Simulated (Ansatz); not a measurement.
# CHGeSi: the cost of one run

Computed with Ansatz 0.2.0, Gaussian basis. Level: cc-pVDZ, all electrons in the functionals, frozen cores in the correlation of double hybrids and RPA.

To be run: wB97M-V, B2PLYP, RPA-PBE, at charge 0, doublet; charge 0, quartet; charge 1, singlet; charge 1, triplet; displaced geometry v1; displaced geometry v2.

34 further runs of the same task are left out: 21 that didn't finish, 13 set aside as unsound or not needed.

## (1) The system

The geometry is a PBE0/def2-TZVP stationary point (not a proven minimum). No spin-orbit coupling is included. The filled d shell of Ge may be among the frozen orbitals whatever the setting's name suggests; the logs give the count.

4 atoms, charge 0, spin multiplicity 2.

Atoms are counted from 1 here; the program's logs count them from 0.

Bond lengths: C1–Ge2 1.786 Å, C1–Si3 1.694 Å, Ge2–H4 1.574 Å. Angles: Ge2–C1–Si3 163.7°, C1–Ge2–H4 113.2°.

No dispersion term is added; wB97M-V holds VV10 nonlocal correlation.

The geometry shown and the zero of energy belong to the point charge 0, doublet. The yardstick, RCCSD(T), and other wave-function levels (R restricted, U unrestricted, valence and pair active spaces) come from earlier runs.

## (2) wB97M-V, charge 0, doublet

Input file in.yaml:

```yaml
crystal:
  periodic: [false, false, false]
  atoms:
    - {symbol: C, position_ang: [-0.000030, 0.142670, -0.671212]}
    - {symbol: Ge, position_ang: [-0.000001, 0.412807, 1.094214]}
    - {symbol: Si, position_ang: [0.000004, 0.367660, -2.349928]}
    - {symbol: H, position_ang: [0.000028, -0.923136, 1.926926]}
basis:
  gaussian: {orbitals: cc-pVDZ}
magnetization: {spin_polarized: true, initial_magnetization: 1}
hamiltonian: {xc: {name: wB97M-V}}
output: {orbitals: {seedname: orbitals}}
```

The run is started by

```
$ ansatz run in.yaml --threads 1 --pin off --events-out ev --progress --plain --max-ram 2393MiB
```

Q: Estimate wall time and peak memory on 1 thread of Intel Xeon at 2.50GHz, shared host.

About 37 s, with a peak of 0.29 GiB.
